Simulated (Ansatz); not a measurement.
# V3Os: the cost of one run

Computed with Ansatz 0.2.0 through its Python package. Level of theory: DFT PBEsol, plane waves, PAW.

### Step 1. The structure

The structure is cubic, space group Fm-3m (No. 225). The conventional cell has a = 5.971 Å, b = 5.971 Å, c = 5.971 Å, α = 90.00°, β = 90.00°, γ = 90.00°. V (site symmetry -43m) is surrounded by 4 V at 2.59 Å and 4 Os at 2.59 Å. V (site symmetry m-3m) is surrounded by 8 V at 2.59 Å. Around Os (site symmetry m-3m) lie 8 V at 2.59 Å.

The script holds or builds the structure itself.

### Step 2. The code

fsm_v3os.py reads:

```python
# -*- coding: utf-8 -*-
"""Energy of V3Os against a locked total moment."""

import ansatz
from tabulate import tabulate


def main():
    lattice = ansatz.Lattice.of(
        (0.0, 2.985614, 2.985614),
        (2.985614, 0.0, 2.985614),
        (2.985614, 2.985614, 0.0),
    )
    sites = [
        ("V", (0.25, 0.25, 0.25)),
        ("V", (0.75, 0.75, 0.75)),
        ("V", (0.5, 0.5, 0.5)),
        ("Os", (0.0, 0.0, 0.0)),
    ]
    xtal = ansatz.Crystal(lattice=lattice)
    for symbol, position in sites:
        xtal = xtal.atom(symbol, position)

    base = (
        xtal.calculation()
        .functional("PBEsol")
        .kpoints(7, 7, 7)
        .occupations("fermi_dirac", width=0.15)
    )
    # a hard lock holds the total moment, with one Fermi level a spin
    rows = []
    for total in [0.0, 1.3, 2.7, 4.0, 5.4]:
        data = base.spin("collinear", total=total, lock="hard").run(threads=1, backend="cpu").report
        up, down = data["spin_fermi_energies_ev"]
        rows.append((total, data["free_energy_ev"], up - down, data["absolute_magnetization_mub"]))
    reference = rows[0][1]
    rows = [(m, 1000 * (e - reference), split, size) for m, e, split, size in rows]
    print(tabulate(rows, headers=["total muB", "F - F(0) meV", "EF up - down eV", "absolute muB"], floatfmt=".4f", tablefmt="simple"))
    best = min(rows, key=lambda row: row[1])
    print(f"lowest at {best[0]} muB per cell, {best[1]:.1f} meV against the first point")


if __name__ == "__main__":
    main()
```

### Step 3. What the engine is handed

The engine receives this input (first run):

```yaml
crystal:
  lattice:
    - [0.0, 2.985614, 2.985614]
    - [2.985614, 0.0, 2.985614]
    - [2.985614, 2.985614, 0.0]
  atoms:
    - { symbol: V, position: [0.25, 0.25, 0.25] }
    - { symbol: V, position: [0.75, 0.75, 0.75] }
    - { symbol: V, position: [0.5, 0.5, 0.5] }
    - { symbol: Os, position: [0.0, 0.0, 0.0] }
kpoints:
  mp_grid:
    grid: [7, 7, 7]
hamiltonian:
  xc: pbesol
magnetization:
  spin_polarized: true
  initial_magnetization: 0.0
  spin_locking:
    lock_magnetization: hard
scf:
  occupations:
    method: fermi_dirac
    width: 0.15
```

### Step 4. Launch

Run with:

```console
> python fsm_v3os.py
```

What time and memory should one allow on 1 thread of Arm Neoverse V1, shared host?

About 37 s, with a peak of 0.49 GiB.
